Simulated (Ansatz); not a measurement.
This script makes an atomisation energy of ClGeH6NSi, SMILES N[SiH](Cl)[GeH3] with the Ansatz DFT code, driven from Python.

`tae.py`
```python
'''Atomisation energy of ClGeH6NSi at the given geometry.'''

from collections import Counter
from dataclasses import dataclass

import ansatz as az


@dataclass
class Options:
    basis: str = 'cc-pVDZ'
    level: str = 'mp2'


cfg = Options()


def single_point(molecule, charge=0, unpaired=0):
    calc = (
        molecule.calculation()
        .basis(gaussian=cfg.basis)
        .correlation(cfg.level)
    )
    if charge:
        calc = calc.charge(charge)
    if unpaired:
        calc = calc.spin('collinear', total=unpaired)
    report = calc.run(threads=1).report
    if report['published_state_doubts']:
        print('  doubts:', report['published_state_doubts'])
    return report['free_energy_ev']

geometry = (
    az.Crystal.molecule()
    .atom('N', [-0.374, 1.66, -0.5768])
    .atom('Si', [0.3258, 0.0863, -0.7435])
    .atom('Cl', [-0.7265, -1.0253, -2.2031])
    .atom('Ge', [0.2936, -0.9959, 1.2875])
    .atom('H', [-0.3975, 2.1326, -1.5555])
    .atom('H', [-1.4279, 1.5643, -0.3537])
    .atom('H', [1.7633, 0.2411, -1.1385])
    .atom('H', [0.906, -2.391, 1.1491])
    .atom('H', [0.9831, -0.1654, 2.4037])
    .atom('H', [-1.2627, -1.1579, 1.7336])
)

# unpaired electrons of the ground-state atoms
unpaired = {'N': 3, 'Si': 2, 'Cl': 1, 'Ge': 2, 'H': 1}
counts = Counter(site.symbol for site in geometry.cartesian_sites)
atom_energy = {s: single_point(az.Crystal.molecule().atom(s, (0, 0, 0)), 0, unpaired[s]) for s in counts}
whole = single_point(geometry, 0, 0)
for s, e in atom_energy.items():
    print(f'{s:2s} x{counts[s]}  {e:14.5f} eV')
print(f'ClGeH6NSi: {whole:.5f} eV')
split = sum(counts[s] * e for s, e in atom_energy.items()) - whole
print(f'atomisation energy (no zero-point term): {split:.3f} eV, {split / sum(counts.values()):.3f} eV an atom')
```

What does it cost to take this molecule apart into atoms?

27.838 eV from the electronic energies, without the zero-point term.

The output:

Output of `python tae.py`:
```text
N  x1     -1481.98256 eV
Si x1     -7861.23376 eV
Cl x1    -12505.83443 eV
Ge x1    -56473.06295 eV
H  x6       -13.58606 eV
ClGeH6NSi: -78431.46783 eV
atomisation energy (no zero-point term): 27.838 eV, 2.784 eV an atom
```

Caveats:
- Total energies depend on the basis set; only differences at equal settings carry meaning.
- The geometry is a force-field or estimated start, not a minimum of this method, and the basis set is short of its limit. All parts are taken at fixed geometry, without zero-point energy.
- In double-zeta sets correlated atomisation energies come out some 10 to 15 % low.
- For Al to Cl the sets with a tight d function, cc-pV(X+d)Z, are usual.
- It ran for 4 s on 1 thread of Arm Neoverse V1, on a shared host, peak memory 0.3 GiB.

(Lines on the test bed's own set-up are left out of the output.)
